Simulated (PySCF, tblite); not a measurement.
**C9H9 radical: geometry, infrared bands and EPR parameters**

Wanted: the infrared bands and EPR parameters of C9H9 radical (`C=CC#C/C=[C]\C1CC1`), by calculation.

Programs: tblite 0.8.0 and PySCF 2.14.0, with density-fitted response routines of our own. Each step states its level of theory. These are calculated values for one molecule in the gas phase, unless marked as measured. Atoms count from 0, in the outputs and in this text.

### 1 Starting geometry

18 atoms, charge 0, multiplicity 2; geometry from: force field or distance geometry start.

Bonds of the start (Å): C0–C1 1.34, C1–C2 1.43, C2–C3 1.22, C3–C4 1.44, C4–C5 1.33, C5–C6 1.48, C6–C7 1.54, C7–C8 1.50, C8–C6 1.50, C0–H9 1.10, C0–H10 1.08, C1–H11 1.09, C4–H12 1.09, C6–H13 1.10, C7–H14 1.11, C7–H15 1.12, C8–H16 1.09, C8–H17 1.12.

### 2 Optimising the geometry with GFN2-xTB

The job: settings as JSON, then the geometry in Å.

```
{"job": {"kind": "relax", "xc": "GFN2-xTB", "basis": "xTB"}, "charge": 0, "multiplicity": 2}
C      3.746700     0.178300    -0.863700
C      3.194600    -0.406100     0.207900
C      1.854800    -0.901600     0.207300
C      0.711600    -1.320800     0.187100
C     -0.628500    -1.847900     0.176600
C     -1.680500    -1.129100    -0.204200
C     -1.495600     0.281200    -0.618600
C     -2.391200     1.327800     0.061900
C     -2.710200     0.822600    -1.317000
H      3.121200     0.288800    -1.763800
H      4.763000     0.547700    -0.849400
H      3.809900    -0.514600     1.104500
H     -0.768800    -2.879800     0.482800
H     -0.487200     0.698900    -0.787000
H     -2.047200     2.383300     0.082800
H     -2.875500     0.895600     0.976700
H     -2.517400     1.424900    -2.209300
H     -3.608500     0.157100    -1.415900
```

On the command line:

```console
OMP_NUM_THREADS=1 python probes_run.py task.json out
```

The driver reads the jobs from task.json and runs them one after another.

**Question.** This job is followed by: GFN2-xTB harmonic vibrations, gas phase; UKS B3LYP, pcH-1 on C H, non-relativistic, mean-field spin-orbit, GIAO. What will the session give for the following? strongest single infrared mode (GFN2-xTB); zero-point energy (GFN2-xTB); g(iso) (B3LYP); ⟨S²⟩; largest a(iso) (averaged by class); surface potential, 1st and 99th percentile.

**Answer**, as computed:

| quantity | value |
| --- | --- |
| strongest single infrared mode (GFN2-xTB) | 1735 cm⁻¹, 80 km/mol |
| zero-point energy (GFN2-xTB) | 88.2 kcal/mol |
| g(iso) (B3LYP) | 2.00222 |
| ⟨S²⟩ | 0.763 (exact 0.75) |
| largest a(iso) (averaged by class) | 13C on C5, 263.2 MHz |
| surface potential, 1st and 99th percentile | -0.84 V and 0.91 V |

In words: The optimisation took 195 steps and gained 0.812 eV; among the close pairs (by a distance rule), C5–C6 changed most, from 1.482 to 1.419 Å. All 48 modes are real, so the xTB geometry is a minimum. The strongest single mode, at 1735 cm⁻¹, moves mainly C5 and C4. Unscaled tight-binding wavenumbers are off by several per cent, some by more. Its intensities can rank the bands wrongly. C5 carries the largest spin population, 0.97 e. The isotropic g lies 0.1 ppt below the free-electron value.
